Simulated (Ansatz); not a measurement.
# ZrTi3N4: one candidate of a structure search

The task: take a trial cell of ZrTi3N4 to zero force and stress.

Computed with Ansatz 0.2.0 (DFT PBE, scalar-relativistic, plane waves, PAW, unless a step's input says otherwise).

**1. The system as given**

The structure is cubic, space group Pm-3m (No. 221). Conventional cell: a = 4.655 Å, b = 4.655 Å, c = 4.655 Å, α = 90.00°, β = 90.00°, γ = 90.00°. Around Zr (site symmetry m-3m) lie 6 N at 2.33 Å. Ti (site symmetry 4/mmm) is surrounded by 6 N at 2.33 Å. N (site symmetry 4/mmm) is surrounded by 2 Zr at 2.33 Å and 4 Ti at 2.33 Å. N (site symmetry m-3m) is surrounded by 6 Ti at 2.33 Å.

As a file:

```
Zr Ti N
1.0
     4.65466    0.00000    0.00000
     0.00000    4.65466    0.00000
     0.00000    0.00000    4.65466
Zr Ti N
1 3 4
Direct
  0.50000 0.50000 0.50000
  0.00000 0.00000 0.50000
  0.50000 0.00000 0.00000
  0.00000 0.50000 0.00000
  0.50000 0.50000 0.00000
  0.00000 0.50000 0.50000
  0.50000 0.00000 0.50000
  0.00000 0.00000 0.00000
```

The start is an ordering of an alloy on its end members' structure types: elements ordered on the sites of the ZrN type, Ti/Zr on Zr (Pm-3m, No. 221).

**2. Probe: one point on a coarse mesh**

File input.yaml:

```yaml
crystal:
  lattice:
    - [4.65465603, 0.0, 0.0]
    - [0.0, 4.65465603, 0.0]
    - [0.0, 0.0, 4.65465603]
  atoms:
    - { symbol: Zr, position: [0.5, 0.5, 0.5] }
    - { symbol: Ti, position: [0.0, 0.0, 0.5], spin: -1.0 }
    - { symbol: Ti, position: [0.5, 0.0, 0.0], spin: 1.0 }
    - { symbol: Ti, position: [0.0, 0.5, 0.0], spin: 1.0 }
    - { symbol: "N", position: [0.5, 0.5, 0.0] }
    - { symbol: "N", position: [0.0, 0.5, 0.5] }
    - { symbol: "N", position: [0.5, 0.0, 0.5] }
    - { symbol: "N", position: [0.0, 0.0, 0.0] }
basis:
  ecutwfc: 420
kpoints:
  mp_grid: { grid: [4, 4, 4] }
hamiltonian:
  xc: pbe
scf:
  occupations: { method: gaussian, width: 0.1 }
  lower_state_search: "off"
output:
  forces: true
  stress: true
  eigenvalues: true
  populations: true
magnetization:
  spin_polarized: true
```

The run is started by

```console
$ ansatz run input.yaml --threads 1 --pin off --max-ram 2560MiB --backend cpu --events-out ev --progress --plain --runs-dir out
```

Further runs follow: coarse relaxation; relaxation on the finer mesh.

What does the calculation give? Wanted: conventional cell; volume; energy over the elements; gap on the mesh.

**Answer**, as computed:

| quantity | value |
| --- | --- |
| symmetry at the end (tolerance 0.05 Å) | space group Pm-3m (No. 221) |
| conventional cell | a = 4.356 Å, b = 4.356 Å, c = 4.356 Å, α = 90.00°, β = 90.00°, γ = 90.00° |
| volume | 10.33 Å³/atom |
| energy over the elements (uncorrected; H, N, O, F and Cl as molecules) | -1.65 eV/atom |
| gap on the mesh | none (metal) |

**Reading.** The space group Pm-3m (No. 221) is kept, and the volume per atom shrinks by 18.0 % from the first guess. A negative formation energy is needed for stability but isn't enough; other structures and compounds were not set against it here. No finished test with a distortion of lower symmetry is shown, so the end may be a saddle point. Other magnetic orders were not searched.
